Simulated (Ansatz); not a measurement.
# H₃IOSeSi, SMILES O[SiH]([SeH])I: a comparison of dispersion corrections

Computed with the Python package of Ansatz (0.2.0).

The script reads `h3iosesi.xyz`:
```text
7

O    -0.50840    1.58010   -0.67390
Si   -0.24820    0.22590    0.26120
Se    1.80680   -0.56540   -0.22710
I    -1.84610   -1.49440   -0.24700
H    -0.49490    1.30270   -1.64020
H    -0.31950    0.59450    1.68690
H     1.67150   -1.71140    0.79440
```

The cells in order, each with its output:

In [1]:
```python
import warnings

import ansatz as az
```

In [2]:
```python
BASIS_SET = 'def2-SVP'
```

In [3]:
```python
warnings.simplefilter('ignore', az.DeckWarning)
```

In [4]:
```python
system = az.Crystal.molecule_from_extxyz('h3iosesi.xyz')
```

In [5]:
```python
job = system.calculation().basis(gaussian=BASIS_SET)
for name in ['blyp', 'revpbe']:
    for correction in ('d3bj', 'd4'):
        report = job.functional(name, dispersion=correction).run().report
        print(f'{name:8s} {correction:5s} total {report["free_energy_ev"]:.5f} eV, of which dispersion {1000 * report["dispersion"]["energy"]["ev"]:.2f} meV')
```
```text
blyp     d3bj  total -83413.84495 eV, of which dispersion -525.26 meV
blyp     d4    total -83413.81664 eV, of which dispersion -496.95 meV
revpbe   d3bj  total -83408.46491 eV, of which dispersion -507.31 meV
revpbe   d4    total -83408.51692 eV, of which dispersion -559.32 meV
```

What to keep in mind:
- Total energies depend on the basis set; only differences at equal settings carry meaning.
- The geometry is a force-field or estimated start, not a minimum of this method, and the basis set is short of its limit. D4 holds the three-body term, and d3bj doesn't.
- def2 sets replace the cores of elements past krypton by effective core potentials.
- Run time: 11 s on 1 thread of Arm Neoverse V2, with other jobs on the host, peak memory 0.21 GiB.
